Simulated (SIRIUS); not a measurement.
Wanted: the native input for a SIRIUS 7.10.0 run.

```yaml
Task: single point
Functional: PBE
Potentials_or_basis: SPMS 1.0 PBE (norm-conserving)
Cutoff: 1127 eV
Density_cutoff: 4507 eV
k_mesh: 5 × 5 × 5
Occupations: fermi-dirac, width 0.05 eV
Spin: no spin polarisation
Libxc_names: "[\"XC_GGA_X_PBE\", \"XC_GGA_C_PBE\"]"
Energy_tol: 1e-08 Ha
Density_tol: 1e-06
Mixer: anderson
Mixing_beta: 0.7
Max_scf: 100
Radial_cutoff_for_the_potentials'_integrals: 6.5 bohr
```

B2Pd3:

```
B Pd
1.0
     4.08200    0.00000    0.00000
     0.00000    4.08200    0.00000
     0.00000    0.00000    4.08200
B Pd
2 3
Direct
  0.00000 0.00000 0.00000
  0.50000 0.50000 0.50000
  0.00000 0.50000 0.50000
  0.50000 0.00000 0.50000
  0.50000 0.50000 0.00000
```

The cell was built by a generator and needn't be a form met in nature.

These files were run (other wordings do the same):

sirius.json

```json
{
  "control": {
    "processing_unit": "cpu",
    "verbosity": 2,
    "num_bands_to_print": 41,
    "print_forces": true,
    "print_stress": true
  },
  "parameters": {
    "electronic_structure_method": "pseudopotential",
    "xc_functionals": ["XC_GGA_X_PBE", "XC_GGA_C_PBE"],
    "gk_cutoff": 9.1,
    "pw_cutoff": 18.2,
    "ngridk": [5, 5, 5],
    "shiftk": [0, 0, 0],
    "smearing": "fermi_dirac",
    "smearing_width": 0.0018374661,
    "num_bands": 41,
    "num_mag_dims": 0,
    "num_dft_iter": 100,
    "energy_tol": 1e-08,
    "density_tol": 1e-06
  },
  "iterative_solver": {
    "type": "davidson",
    "min_tolerance": 1e-09,
    "tolerance_scale": [0.1, 0.25]
  },
  "mixer": {
    "type": "anderson",
    "beta": 0.7,
    "max_history": 8
  },
  "settings": {
    "tol_ne": 1e-10,
    "pseudo_grid_cutoff": 6.5
  },
  "unit_cell": {
    "lattice_vectors": [
      [7.713862040722, 0.0, 0.0],
      [0.0, 7.713862040722, 0.0],
      [0.0, 0.0, 7.713862040722]
    ],
    "atom_coordinate_units": "lattice",
    "atom_types": ["B", "Pd"],
    "atom_files": {
      "B": "B.json",
      "Pd": "Pd.json"
    },
    "atoms": {
      "B": [
        [0.0, 0.0, 0.0],
        [0.5, 0.5, 0.5]
      ],
      "Pd": [
        [0.0, 0.5, 0.5],
        [0.5, 0.0, 0.5],
        [0.5, 0.5, 0.0]
      ]
    }
  }
}
```

Potentials or basis: SPMS 1.0 PBE (norm-conserving).

Run with:

```bash
$ upf_to_json 05_B_3_1.5_1.7_pbe_n_v1.0.upf
$ upf_to_json 46_Pd_18_1.9_2.2_pbe_n_v1.0.upf
$ OMP_NUM_THREADS=1 sirius.scf --input=sirius.json --output=out.json --task=0
```

Results of the run:

| Item | Value |
| --- | --- |
| Pressure | 0.6 GPa |
| Band gap on the k mesh | none (metal or under the smearing width) |

It took 2 min on 1 thread of Arm Neoverse N1, on a shared host, peak memory 0.32 GiB.
